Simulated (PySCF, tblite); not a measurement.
**C₆H₁₇AlN₂: geometry, infrared bands and NMR shifts**

Wanted: the infrared bands and NMR shifts of C₆H₁₇AlN₂ (`C=[CH][Al@@H-]([NH]C)[N+](C)(C)C`), by calculation.

Programs: tblite 0.8.0 and PySCF 2.14.0, with density-fitted response routines of our own. Each step states its level of theory. These are calculated values for one molecule in the gas phase, unless marked as measured. Atoms count from 0, in the outputs and in this text.

### Step 1. The molecule as given

26 atoms, charge 0, multiplicity 1; geometry from: force field or distance geometry start.

Bonds of the start (Å): C0–C1 1.32, C1–Al2 1.97, Al2–N3 1.87, N3–C4 1.40, Al2–N5 1.90, N5–C6 1.44, N5–C7 1.46, N5–C8 1.46, C0–H9 1.11, C0–H10 1.09, C1–H11 1.11, Al2–H12 1.61, N3–H13 1.03, C4–H14 1.11, C4–H15 1.11, C4–H16 1.13, C6–H17 1.12, C6–H18 1.11, C6–H19 1.10, C7–H20 1.12, C7–H21 1.11, C7–H22 1.11, C8–H23 1.12, C8–H24 1.12, C8–H25 1.11.

### Step 2. Relaxing the molecule with GFN2-xTB

The job: settings as JSON, then the geometry in Å.

```
{"job": {"kind": "relax", "xc": "GFN2-xTB", "basis": "xTB"}, "charge": 0, "multiplicity": 1}
C     -2.398300    -2.133200    -0.663100
C     -1.636400    -1.478800     0.189500
Al    -0.543600     0.051500    -0.414200
N     -1.393600     1.598000     0.201100
C     -1.641000     2.654000    -0.676800
N      1.196300    -0.256400     0.273100
C      2.221500     0.240000    -0.611900
C      1.248300     0.368300     1.590300
C      1.432900    -1.681100     0.461700
H     -2.984400    -2.976500    -0.252300
H     -2.495300    -1.867400    -1.714500
H     -1.563600    -1.769600     1.255700
H     -0.403500     0.062200    -2.015000
H     -1.437500     1.768300     1.212800
H     -2.077300     2.376100    -1.659500
H     -0.783500     3.346900    -0.798700
H     -2.436900     3.304700    -0.210000
H      2.855400     0.961700    -0.032000
H      2.887400    -0.594400    -0.918400
H      1.827600     0.744900    -1.502600
H      1.677700     1.397800     1.490800
H      0.195600     0.428300     1.931100
H      1.780200    -0.254800     2.344000
H      2.114200    -2.112400    -0.319500
H      1.847300    -1.893200     1.479800
H      0.489600    -2.262300     0.401600
```

On the command line:

```
> OMP_NUM_THREADS=1 python probes_run.py task.json out
```

The driver reads the jobs from task.json and runs them one after another.

**Question.** This job is followed by: GFN2-xTB harmonic vibrations, gas phase; GIAO PBE0/pcSseg-1 NMR shielding, non-relativistic, gas phase. Predict these results of the whole session: strongest single infrared mode (GFN2-xTB); zero-point energy (GFN2-xTB); ¹³C shifts against TMS (PBE0/pcSseg-1, means over atoms taken as alike); ¹H shifts against TMS (PBE0/pcSseg-1, means over atoms taken as alike); ²⁷Al shifts against AlH4- (PBE0/pcSseg-1); ¹⁵N shifts against NH3 (PBE0/pcSseg-1); surface potential, 1st and 99th percentile.

The runs gave:

```
                                                               quantity                                          value
                              strongest single infrared mode (GFN2-xTB)                           734 cm⁻¹, 320 km/mol
                                           zero-point energy (GFN2-xTB)                                 137.2 kcal/mol
¹³C shifts against TMS (PBE0/pcSseg-1, means over atoms taken as alike)                   159.3, 149.7, 46.6, 33.5 ppm
 ¹H shifts against TMS (PBE0/pcSseg-1, means over atoms taken as alike)  7.02, 6.92, 6.39, 3.98, 2.89, 2.45, -0.71 ppm
                              ²⁷Al shifts against AlH4- (PBE0/pcSseg-1)                                       60.8 ppm
                                 ¹⁵N shifts against NH3 (PBE0/pcSseg-1)                                 40.3, 15.8 ppm
                                  surface potential, 1st and 99th percentile                             -1.38 V and 1.19 V
```

What this shows: The optimisation took 244 steps and gained 1.718 eV; among the close pairs (by a distance rule), Al2–N5 changed most, from 1.896 to 2.080 Å. No mode is imaginary among the 72: a minimum at this level. The strongest single mode, at 734 cm⁻¹, has its largest shares on Al2, N3 and H12 (the list is cut at 3 atoms). GFN2-xTB is a fitted tight-binding method: band positions and strengths are rough. Its intensities can rank the bands wrongly. C1 (alkene CH) lies farthest downfield among carbon, at 159.3 ppm; an sp2 carbon of a C=C bond. The most deshielded hydrogen is H11 (hydrogen on an alkene CH), at 7.02 ppm: attached to an sp2 carbon and in the plane of the double bond. At PBE0/pcSseg-1: The widest tensor belongs to C1: span 285 ppm, with a paramagnetic part of -234 ppm.
